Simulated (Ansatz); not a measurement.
# HfSn3O8: the cost of one run

Computed with Ansatz 0.2.0 (DFT PBE, scalar-relativistic, plane waves, PAW, unless a step's input says otherwise).

## Step 1: The starting structure

Symmetry: Cm, No. 8, monoclinic system. The conventional cell has a = 11.326 Å, b = 4.021 Å, c = 8.045 Å, α = 90.00°, β = 110.93°, γ = 90.00°. Hf (site symmetry m) has 6 O at 2.07 to 2.15 Å in its first shell of neighbours. Sn (site symmetry m) has 6 O at 2.07 to 2.13 Å in its first shell of neighbours. Around Sn (site symmetry m) lie 6 O at 2.07 to 2.11 Å. Around Sn (site symmetry m) lie 6 O at 2.08 to 2.12 Å. Around O (site symmetry m) lie 2 Hf at 2.08 Å and 1 Sn at 2.11 Å. O (site symmetry m) has 1 Hf at 2.07 Å and 2 Sn at 2.08 to 2.13 Å in its first shell of neighbours. O (site symmetry m) is surrounded by 1 Hf at 2.08 Å and 2 Sn at 2.09 to 2.11 Å. O (site symmetry m) has 3 Sn at 2.08 to 2.12 Å in its first shell of neighbours. Only part of the 12 independent sites is listed.

As a file:

```
Hf Sn O
1.0
     5.66322   -2.01068    0.00000
     5.66322    2.01068    0.00000
    -2.87429    0.00000    7.51450
Hf Sn O
1 3 8
Direct
  0.12013 0.12013 0.06151
  0.37628 0.37628 0.43828
  0.37028 0.37028 0.93759
  0.12660 0.12660 0.56251
  0.56959 0.56959 0.03615
  0.17487 0.17487 0.33616
  0.17124 0.17124 0.83793
  0.57691 0.57691 0.53760
  0.32578 0.32578 0.66325
  0.91839 0.91839 0.96193
  0.92608 0.92608 0.46354
  0.32309 0.32309 0.16356
```

The start is the relaxed end of an invented cell (made as: elements ordered on the sites of the HfO2 type, Hf/Sn on Hf (Cmmm, No. 65)), taken up again for a closer look.

## Step 2: A first look at the guess

input.yaml reads:

```yaml
crystal:
  lattice:
    - [5.6632234, -2.0106792, 0.0]
    - [5.6632234, 2.0106792, 0.0]
    - [-2.8742927, 0.0, 7.5144981]
  atoms:
    - { symbol: Hf, position: [0.120128, 0.120128, 0.061508] }
    - { symbol: Sn, position: [0.376281, 0.376281, 0.438281] }
    - { symbol: Sn, position: [0.370278, 0.370278, 0.937589] }
    - { symbol: Sn, position: [0.126601, 0.126601, 0.562513] }
    - { symbol: O, position: [0.569592, 0.569592, 0.036148] }
    - { symbol: O, position: [0.174867, 0.174867, 0.33616] }
    - { symbol: O, position: [0.171243, 0.171243, 0.837927] }
    - { symbol: O, position: [0.57691, 0.57691, 0.537598] }
    - { symbol: O, position: [0.325777, 0.325777, 0.663246] }
    - { symbol: O, position: [0.918395, 0.918395, 0.961934] }
    - { symbol: O, position: [0.926082, 0.926082, 0.463539] }
    - { symbol: O, position: [0.323092, 0.323092, 0.163558] }
basis:
  ecutwfc: 420
kpoints:
  mp_grid: { grid: [4, 4, 2] }
hamiltonian:
  xc: pbe
scf:
  occupations: { method: gaussian, width: 0.1 }
  lower_state_search: "off"
output:
  forces: true
  stress: true
  eigenvalues: true
```

Started as:

```bash
> ansatz run input.yaml --threads 4 --pin off --max-ram 8192MiB --backend cpu --events-out ev --progress --plain --runs-dir out
```

**Question.** How long does this run take on 4 threads of Intel Xeon 6975P-C (Granite Rapids), shared host, and how much memory does it need?

About 2.5 s, with a peak of 0.7 GiB.
